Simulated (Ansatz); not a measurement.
# CH₆BNO₂: how energies converge with the basis set

One table from this session's results is given with a row withheld; the runs are named, their logs left out.

The runs use Ansatz 0.2.0, Gaussian basis; one geometry, several basis sets.

Plan: PBE0-D4/def2-SVP; ωB97M-V/def2-SVP; PBE0-D4/def2-QZVPP; ωB97M-V/def2-QZVPP; the functionals' def2-TZVPP values are taken from earlier runs.

## The geometry

An earlier PBE0-D4 in a triple-zeta def2 set relaxation fixed the geometry.

11 atoms, charge 0, spin multiplicity 1.

Atoms are counted from 1 here; the program's logs count them from 0.

Bond lengths: O1–B2 1.362 Å, O1–H6 0.965 Å, B2–N3 1.416 Å, B2–H7 1.197 Å, N3–C4 1.423 Å, N3–H8 1.004 Å, C4–O5 1.424 Å, C4–H9 1.100 Å, C4–H10 1.095 Å, O5–H11 0.962 Å. Angles: B2–O1–H6 111.4°, O1–B2–N3 121.8°, O1–B2–H7 118.8°, N3–B2–H7 119.3°, B2–N3–C4 124.5°, B2–N3–H8 119.6°, C4–N3–H8 115.8°, N3–C4–O5 109.1°, N3–C4–H9 110.6°, N3–C4–H10 109.5°, O5–C4–H9 108.7°, O5–C4–H10 110.7°, H9–C4–H10 108.2°, C4–O5–H11 108.4°.

The first run:

in.yaml

```yaml
crystal:
  periodic: [false, false, false]
  atoms:
    - {symbol: O, position_ang: [-0.365323, 1.867283, 0.524048]}
    - {symbol: B, position_ang: [-0.151010, 0.776266, 1.310708]}
    - {symbol: N, position_ang: [0.041261, -0.514527, 0.761609]}
    - {symbol: C, position_ang: [-0.074469, -0.827108, -0.621316]}
    - {symbol: O, position_ang: [0.833469, -0.016371, -1.360565]}
    - {symbol: H, position_ang: [-0.145906, 1.684651, -0.397258]}
    - {symbol: H, position_ang: [-0.135527, 0.915909, 2.499637]}
    - {symbol: H, position_ang: [0.343998, -1.265718, 1.354751]}
    - {symbol: H, position_ang: [-1.095781, -0.628964, -0.978260]}
    - {symbol: H, position_ang: [0.142077, -1.889996, -0.774597]}
    - {symbol: H, position_ang: [0.672713, -0.158524, -2.298156]}
basis:
  gaussian: {orbitals: def2-SVP}
hamiltonian: {xc: pbe0, dispersion: d4}
output: {orbitals: {seedname: orbitals}}
```

Among the steps run: PBE0-D4 in def2-SVP; ωB97M-V in def2-SVP; PBE0-D4 in def2-QZVPP; ωB97M-V in def2-QZVPP.

One of the session's tables, all rows but one given; the rest of the session is left out.

It belongs to the step «Density functionals: the series». 

```
functional       basis  HOMO (eV)  LUMO (eV)
   PBE0-D4    def2-SVP      -7.41       1.03
   PBE0-D4  def2-TZVPP      -7.61       0.46
   PBE0-D4  def2-QZVPP          ?          ?
   ωB97M-V    def2-SVP      -9.77       2.77
   ωB97M-V  def2-TZVPP      -9.98       1.93
   ωB97M-V  def2-QZVPP     -10.03       1.29
```

Q: Estimate the row for PBE0-D4, def2-QZVPP from the others.

As computed: HOMO (eV): -7.66; LUMO (eV): 0.11. In the column «HOMO (eV)» it lies between ωB97M-V, def2-SVP (-9.77) and PBE0-D4, def2-TZVPP (-7.61).
